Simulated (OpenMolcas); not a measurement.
**Pd²⁺ among point charges: CASSCF and CASPT2 levels and susceptibility**

Aim: the splitting of the states of Pd²⁺ in the field of 8 point charges, its lowest levels with spin-orbit coupling and its magnetic susceptibility.

Program: OpenMolcas 26.06. Level of theory: state-averaged CASSCF and CASPT2, spin-orbit coupling by RASSI with atomic mean-field integrals. These are calculated values, not measurements, unless marked.

**1. The atom as given**

```
Species                           : Pd²⁺ (palladium, Z = 46, 44 electrons)
Basis                             : ANO-RCC-VTZP [7s6p4d2f1g], 68 functions
Scalar Hamiltonian                : DKH2, point nucleus
Inactive shells                   : 1s 2s 2p 3s 3p 3d 4s 4p
Active space                      : 8 electrons in 5 orbitals (4d)
Some configurations of this space : 4d8
Orbitals                          : optimised for each spin and parity, averaged over all roots
```

The outer shells:

4d8
```
4d [↑↓][↑↓][↑↓][↑ ][↑ ]
```

The ion sits among 8 point charges of -1 e arranged as a cube (Oh), 1.94 Å from the ion.

Each step is its own input file, run in one work folder so that later steps find the files of earlier ones. Labels, J, g values, rates, χT and fits are worked out afterwards by a script from the matrices that RASSI stores. The input lists half of the charges; inversion (Group=XYZ) makes the rest.

**2. Basis and integrals**

The input, a.inp:

```
&GATEWAY
Coord
1

Pd 0.0 0.0 0.0
Basis=ANO-RCC-VTZP
Group=XYZ
NoMove
AngMom=0.0 0.0 0.0
AMFI
XField
4 Angstrom 0
1.120060 1.120060 1.120060 -1.000000
1.120060 1.120060 -1.120060 -1.000000
1.120060 -1.120060 1.120060 -1.000000
1.120060 -1.120060 -1.120060 -1.000000
&SEWARD
```

Started as:

```console
> OMP_NUM_THREADS=1 MOLCAS_MEM=1689 MOLCAS_PROJECT=a pymolcas a.inp > a.log
```

The program printed:

```text
Basis set label: PD.ANO-RCC...7S6P4D2F1G.

      Electronic valence basis set:
      ------------------
      Associated Effective Charge  46.000000 au
      Associated Actual Charge     46.000000 au
      Nuclear Model: Point charge

      Shell  nPrim  nBasis  Cartesian Spherical Contaminant
         s      21       7        X
         p      18       6        X
         d      13       4                 X
         f       6       2                 X
         g       4       1                 X
                  Relativistic Douglas-Kroll-Hess integrals:
                    - DKH order of Hamiltonian: 2
                    - DKH order of Properties : 0
                  Atomic mean-field integrals
```

**3. CASSCF: triplets of even parity, 10 roots**

The input, a.inp:

```
&RASSCF
FileOrb=start.orb
Symmetry=1
Spin=3
nActEl=8 0 0
Inactive=9 9
Ras2=5 0
CIRoot=10 10 1
SDav=10
CIMx=300
Iter=120 100
PrWF=0.3
OrbListing=Nothing
MaxOrb=0
>>> COPY $Project.JobIph JOB001
```

start.orb holds the contracted functions of the basis, ordered by shell, or the orbitals of the step before.

The program printed (excerpt; [...] marks lines left out):

```text
[...]
      Number of active orbitals                  5
[...]
      Spin quantum number                      1.0
[...]
      Active orbitals                            5   0
[...]
      Number of CSFs                            10
      Number of root(s) required                10
[...]
      Convergence after 10 iterations
[...]
      Natural orbitals and occupation numbers for root  1
      sym 1:   1.037794   1.962206   2.000000   1.037794   1.962206
      Natural orbitals and occupation numbers for root  2
      sym 1:   1.045411   1.045411   2.000000   1.954589   1.954589
      Natural orbitals and occupation numbers for root  3
      sym 1:   1.909263   1.090737   2.000000   1.090737   1.909263
::    RASSCF root number  1 Total energy:  -5045.42910856
::    RASSCF root number  2 Total energy:  -5045.42910856
::    RASSCF root number  3 Total energy:  -5045.42910856
[...]
::    RASSCF root number  7 Total energy:  -5045.38782291
::    RASSCF root number  8 Total energy:  -5045.34928395
::    RASSCF root number  9 Total energy:  -5045.34928395
::    RASSCF root number 10 Total energy:  -5045.34928395
```

**4. Reference wave functions, singlets of even parity, 15 roots**

The input, a.inp:

```
&RASSCF
FileOrb=start.orb
Symmetry=1
Spin=1
nActEl=8 0 0
Inactive=9 9
Ras2=5 0
CIRoot=15 15 1
SDav=15
CIMx=300
Iter=120 100
PrWF=0.3
OrbListing=Nothing
MaxOrb=0
>>> COPY $Project.JobIph JOB002
```

The program printed (excerpt; [...] marks lines left out):

```text
[...]
      Number of active orbitals                  5
[...]
      Spin quantum number                      0.0
[...]
      Active orbitals                            5   0
[...]
      Number of CSFs                            15
      Number of root(s) required                15
[...]
      Convergence after  7 iterations
[...]
      Natural orbitals and occupation numbers for root  1
      sym 1:   1.740059   1.259020   1.740861   1.260060   2.000000
      Natural orbitals and occupation numbers for root  2
      sym 1:   1.251749   1.233693   1.999988   1.750437   1.764133
      Natural orbitals and occupation numbers for root  3
      sym 1:   1.240680   1.755604   1.999999   1.244907   1.758810
::    RASSCF root number  1 Total energy:  -5045.36742520
::    RASSCF root number  2 Total energy:  -5045.36742520
::    RASSCF root number  3 Total energy:  -5045.36742520
[...]
::    RASSCF root number 12 Total energy:  -5045.32319141
::    RASSCF root number 13 Total energy:  -5045.31584024
::    RASSCF root number 14 Total energy:  -5045.31584024
::    RASSCF root number 15 Total energy:  -5045.19754149
```

**5. RASSI: spin-orbit coupling between the states**

The input, a.inp:

```
&RASSI
NrOfJobIphs=2 10 15
1 2 3 4 5 6 7 8 9 10
1 2 3 4 5 6 7 8 9 10 11 12 13 14 15
IphNames
JOB001
JOB002
EJob
SpinOrbit
DIPRint=1.0
SOCoupling=1000.0
Subsets=2
Property=9
'ANGMOM' 1 'ANGMOM' 2 'ANGMOM' 3 'MLTPL  1' 1 'MLTPL  1' 2 'MLTPL  1' 3
'AMFI' 1 'AMFI' 2 'AMFI' 3
SOProperty=3
'ANGMOM' 1 'ANGMOM' 2 'ANGMOM' 3
```

The program printed (excerpt; [...] marks lines left out):

```text
SPIN-FREE ENERGIES:
  (Shifted by EMIN (a.u.) =      -5045.4291085648)
 SF State       Relative EMIN(au)   Rel lowest level(eV)    D:o, cm**(-1)      L_eff
     1             0.0000000000        0.0000000000              0.0000         3.0
     2             0.0000000000        0.0000000000              0.0000         3.0
     3             0.0000000000        0.0000000000              0.0000         3.0
     4             0.0186458899        0.5073805117           4092.2998         3.0
     5             0.0186458899        0.5073805117           4092.2998         3.0
     6             0.0186458899        0.5073805117           4092.2998         3.0
     7             0.0412856501        1.1234397706           9061.1528         3.0
    11             0.0616833620        1.6784897874          13537.9331         2.3
    12             0.0616833620        1.6784897874          13537.9331         2.3
    13             0.0616833620        1.6784897874          13537.9331         2.3
[...]
Eigenvalues of complex Hamiltonian:
   -----------------------------------
  (Shifted by EMIN (a.u.) =      -5045.4291085648)
 SO State       Relative EMIN(au)   Rel lowest level(eV)    D:o, cm**(-1)     J-value
     1            -0.0106373029        0.0000000000              0.0000         3.2
     2            -0.0072877744        0.0911453125            735.1365         3.5
     3            -0.0072877744        0.0911453125            735.1365         3.5
     4            -0.0072877744        0.0911453124            735.1365         1.9
     5            -0.0025150201        0.2210185752           1782.6350         2.7
     6            -0.0025150201        0.2210185752           1782.6350         3.2
     7             0.0019150485        0.3415668815           2754.9227         2.6
     8             0.0019150485        0.3415668815           2754.9227         2.6
     9             0.0019150485        0.3415668815           2754.9227         2.7
    10             0.0175053698        0.7658011369           6176.6027         2.6
    11             0.0175053698        0.7658011369           6176.6027         2.5
[...]
```

These steps took 8.7 s in all on 1 thread of Arm Neoverse N1, shared host.

States without spin-orbit coupling:

| state | degeneracy | E (cm-1) | free-ion L (%) |
| --- | --- | --- | --- |
| 3T1 | 3 | 0 | F (99) |
| 3T2 | 3 | 4092 | F (100) |
| 3A2 | 1 | 9061 | F (100) |
| 1T2 | 3 | 13538 | D (90) |
| 1E | 2 | 14555 | D (75) |
| 3T1 | 3 | 17519 | P (99) |
| 1T2 | 3 | 20991 | G (90) |
| 1T1 | 3 | 22907 | G (100) |
| 1A1 | 1 | 23246 | G (98) |
| 1E | 2 | 24860 | G (75) |
| 1A1 | 1 | 50823 | S (98) |

With spin-orbit coupling:

| E (cm-1) | Degeneracy | Label | 2S+1 |
| --- | --- | --- | --- |
| 0.0 | 1 | A1 | 3 |
| 735.1 | 3 | T1 | 3 |
| 1783 | 2 | E | 3 |
| 2755 | 3 | T2 | 3 |
| 6177 | 3 | T2 | 3 |
| 6426 | 3 | T1 | 3 |
| 7194 | 1 | A2 | 3 |
| 7233 | 2 | E | 3 |
| 11632 | 3 | T2 | 3 |
| 15805 | 3 | T2 | 1 |
| 15830 | 2 | E | 1 |
| 20004 | 3 | T2 | 3 |
| 20355 | 2 | E | 3 |
| 20587 | 3 | T1 | 3 |
| 20877 | 1 | A1 | 3 |
| 23604 | 3 | T2 | 1 |
| 25342 | 3 | T1 | 1 |
| 25712 | 1 | A1 | 1 |
| 27498 | 2 | E | 1 |
| 53572 | 1 | A1 | 1 |

Powder χT (cm³ K/mol): 0.01 at 2 K, 0.04 at 5 K, 0.07 at 10 K, 0.14 at 20 K, 0.36 at 50 K, 0.71 at 100 K, 1.07 at 150 K, 1.40 at 200 K, 1.71 at 250 K, 1.97 at 300 K.

A ligand-field fit to the states below 45000 cm-1 gives 10Dq = -4706 cm-1, B = 941 cm-1 and C = 3781 cm-1 (C/B = 4.02), with a deviation of 115 cm-1.

**6. CASPT2: IPEA 0.25, imaginary shift 0.1 (closed shells correlated: 4s 4p)**

The input, a.inp:

```
>>> COPY JOB001 $Project.JobIph
&CASPT2
Multistate=10 1 2 3 4 5 6 7 8 9 10
NoMult
Frozen=8 6
IPEA=0.25
Imaginary=0.1
MaxIter=60
WThr=0.0 0.3 0.05
PrWF=0.5
NoMix
>>> COPY JOB002 $Project.JobIph
&CASPT2
Multistate=15 1 2 3 4 5 6 7 8 9 10 11 12 13 14 15
NoMult
Frozen=8 6
IPEA=0.25
Imaginary=0.1
MaxIter=60
WThr=0.0 0.3 0.05
PrWF=0.5
NoMix
```

The program printed (excerpt; [...] marks lines left out):

```text
[...]
      Active orbitals                            5   0
[...]
      E2 (Variational):          -0.5152148530
      Total energy:           -5045.9443234178
[...]
::    CASPT2 Root  1     Total energy:  -5045.94432342
::    CASPT2 Root  2     Total energy:  -5045.94443398
[...]
::    CASPT2 Root 12     Total energy:  -5045.85726272
::    CASPT2 Root 13     Total energy:  -5045.84334833
::    CASPT2 Root 14     Total energy:  -5045.84328240
::    CASPT2 Root 15     Total energy:  -5045.75036166
```

Time for this run: 5.4 s (1 thread of Arm Neoverse N1, shared host).

SS-CASPT2: lowest energy less the reference's lowest, -0.5155 hartree; reference weights 0.913 to 0.923.

States without spin-orbit coupling:

| state | degeneracy | E (cm-1) | free-ion L (%) |
| --- | --- | --- | --- |
| 3T1 | 3 | 0 | F (99) |
| 3T2 | 3 | 4402 | F (100) |
| 3A2 | 1 | 9944 | F (100) |
| 1T2 | 3 | 10366 | D (90) |
| 1E | 2 | 11701 | D (75) |
| 3T1 | 3 | 13928 | P (99) |
| 1T2 | 3 | 17361 | G (90) |
| 1A1 | 1 | 19168 | G (98) |
| 1T1 | 3 | 19722 | G (100) |
| 1E | 2 | 22229 | G (75) |
| 1A1 | 1 | 42630 | S (98) |

With spin-orbit coupling:

| E (cm-1) | Degeneracy | Label | 2S+1 |
| --- | --- | --- | --- |
| 0 | 1 | A1 | 3 |
| 760 | 3 | T1 | 3 |
| 1850 | 2 | E | 3 |
| 2800 | 3 | T2 | 3 |
| 6300 | 3 | T2 | 3 |
| 6730 | 3 | T1 | 3 |
| 7370 | 2 | E | 3 |
| 7520 | 1 | A2 | 3 |
| 11300 | 3 | T2 | 3 |
| 12830 | 2 | E | 1 |
| 13840 | 3 | T2 | 3 |
| 16570 | 3 | T2 | 3 |
| 17020 | 3 | T1 | 3 |
| 17080 | 2 | E | 3 |
| 17230 | 1 | A1 | 3 |
| 20090 | 3 | T2 | 1 |
| 21670 | 1 | A1 | 1 |
| 22190 | 3 | T1 | 1 |
| 24890 | 2 | E | 1 |
| 45470 | 1 | A1 | 1 |

Powder χT (cm³ K/mol): 0.01 at 2 K, 0.03 at 5 K, 0.07 at 10 K, 0.14 at 20 K, 0.34 at 50 K, 0.68 at 100 K, 1.02 at 150 K, 1.35 at 200 K, 1.65 at 250 K, 1.91 at 300 K.

A ligand-field fit to the states below 45000 cm-1 gives 10Dq = -5350 cm-1, B = 690 cm-1 and C = 3263 cm-1 (C/B = 4.73), with a deviation of 275 cm-1.

**7. The methods side by side**

A. CASSCF
B. SS-CASPT2, IPEA 0.25, imaginary shift 0.1 (closed shells correlated: 4s 4p)

| method | ground state | first state of that spin (cm-1) | first gap with spin-orbit (cm-1) | χT at 300 K |
| --- | --- | --- | --- | --- |
| A | 3T1 | 3T2 4092 | 735.1 | 1.97 |
| B | 3T1 | 3T2 4402 | 763.9 | 1.91 |

**8. Results**

```
                                            quantity                                                                        value
                                              method  SS-CASPT2, IPEA 0.25, imaginary shift 0.1 (closed shells correlated: 4s 4p)
                              spin-free ground state                                              3T1, 3-fold in its orbital part
first state of the same spin within the active space                                                             3T2 at 4400 cm⁻¹
                                        lowest level                                                                    1-fold A1
                                          next level                                                                   763.9 cm⁻¹
                                         χT at 300 K                                                               1.91 cm³ K/mol
                           effective moment at 300 K                                                                      3.90 μB
```

Cost by method:

| method | time of its own steps | time with the reference |
| --- | --- | --- |
| A. CASSCF | 8.7 s | 8.7 s |
| B. SS-CASPT2, IPEA 0.25, imaginary shift 0.1, +4s 4p | 5.4 s | 14 s |

Times are of one thread on a shared host.

What this shows: The spin-free ground state (3T1) comes to 99 % from free-ion F terms and keeps the highest spin of the shell. χT at 300 K is 1.91, against 1.00 cm³ K/mol for the spin alone, so orbital moment adds to it. A ligand-field fit to the states below 45000 cm-1 gives 10Dq = -5350 cm-1, B = 690 cm-1 and C = 3263 cm-1 (C/B = 4.73), with a deviation of 275 cm-1. CASPT2 does not keep the components of a term degenerate, and the means are used. The field of point charges can differ much from that of real complexes. This is an electrostatic model: the charges have no orbitals.
